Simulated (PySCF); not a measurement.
# C4H6AlF: electronic excitations and core binding energies

Aim: predict the electronic excitations and core binding energies of C4H6AlF (`C=C[C](=C)[AlH][F]`).

The runs use PySCF 2.14.0, with density-fitted response routines of our own; the level of theory stands in each step. All values are computed, except where a source is named. Atoms are numbered from 0 throughout.

## Step 1: Starting geometry

12 atoms, charge 0, multiplicity 1; geometry from: GFN2-xTB.

Bonds of the start (Å): C0–C1 1.33, C1–C2 1.46, C2–C3 1.34, C2–Al4 1.99, Al4–F5 1.65, C0–H6 1.08, C0–H7 1.08, C1–H8 1.09, C3–H9 1.08, C3–H10 1.08, Al4–H11 1.53.

## Step 2: TDDFT and polarisability: PBE0/def2-SVPD

What the job is given:

```
{"job": {"kind": "uv", "xc": "PBE0", "basis": "def2-SVPD", "nstates": 8, "ntriplets": 3}, "charge": 0, "multiplicity": 1}
C     -1.715769     0.985266    -0.245554
C     -1.142248    -0.184126    -0.502210
C      0.229557    -0.462396    -0.102685
C      0.810735    -1.643619    -0.364208
Al     1.357877     0.867496     0.855356
F      2.899828     0.439941     1.255815
H     -1.161977     1.757212     0.271572
H     -2.728712     1.214007    -0.530843
H     -1.684079    -0.969393    -1.019638
H      0.306205    -2.451826    -0.878471
H      1.831746    -1.839828    -0.062328
H      0.998034     2.286578     1.297168
```

With the program's defaults for keys left out, this is: TDDFT PBE0/def2-SVPD, vertical, gas phase, core orbitals frozen in the response.

Command:

```
> OMP_NUM_THREADS=1 python probes_run.py task.json out
```

This one command runs all jobs of the session in turn.

**Question.** This job is followed by: delta-SCF UKS SCAN, pcX-2 on the ionised atom, pcseg-1 elsewhere, spin-free X2C. What will the session give for the following? lowest singlet (PBE0/def2-SVPD); brightest single state of those computed; lowest triplet; surface potential, 1st and 99th percentile; C1s binding energies, SCAN/pcX-2 (standing for 2 of 4 atoms); Al1s binding energies, SCAN/pcX-2; Al2p binding energies, SCAN/pcX-2; F1s binding energies, SCAN/pcX-2.

The runs gave:

| quantity | value |
| --- | --- |
| lowest singlet (PBE0/def2-SVPD) | 4.86 eV (255 nm), f = 0.024 |
| brightest single state of those computed | state 3, 5.88 eV, f = 0.497 |
| lowest triplet | 3.15 eV |
| surface potential, 1st and 99th percentile | -1.35 V and 3.24 V |
| C1s binding energies, SCAN/pcX-2 (standing for 2 of 4 atoms) | C3 290.06, C0 290.04 eV |
| Al1s binding energies, SCAN/pcX-2 | Al4 1567.55 eV |
| Al2p binding energies, SCAN/pcX-2 | Al4 81.09 eV |
| F1s binding energies, SCAN/pcX-2 | F5 691.55 eV |

In words: The lowest singlet, at 4.86 eV, is HOMO→LUMO 0.70, HOMO→LUMO+1 0.29 and is weak; of the 8 states computed, the strongest absorption comes from state 3 at 5.88 eV. The lowest triplet lies 1.71 eV below the lowest singlet (triplets in Tamm-Dancoff, singlets in full TDDFT). At PBE0/def2-SVPD, counted by nearest atom on the grid, the HOMO lies on C0, C3 about 26 % each; C1, C2 about 15 % each, the LUMO on Al4 30 %; C3 20 %. The C1s levels computed lie within 0.02 eV of one another, too close to rank. Only 2 of the 4 C atoms are covered by sound results.
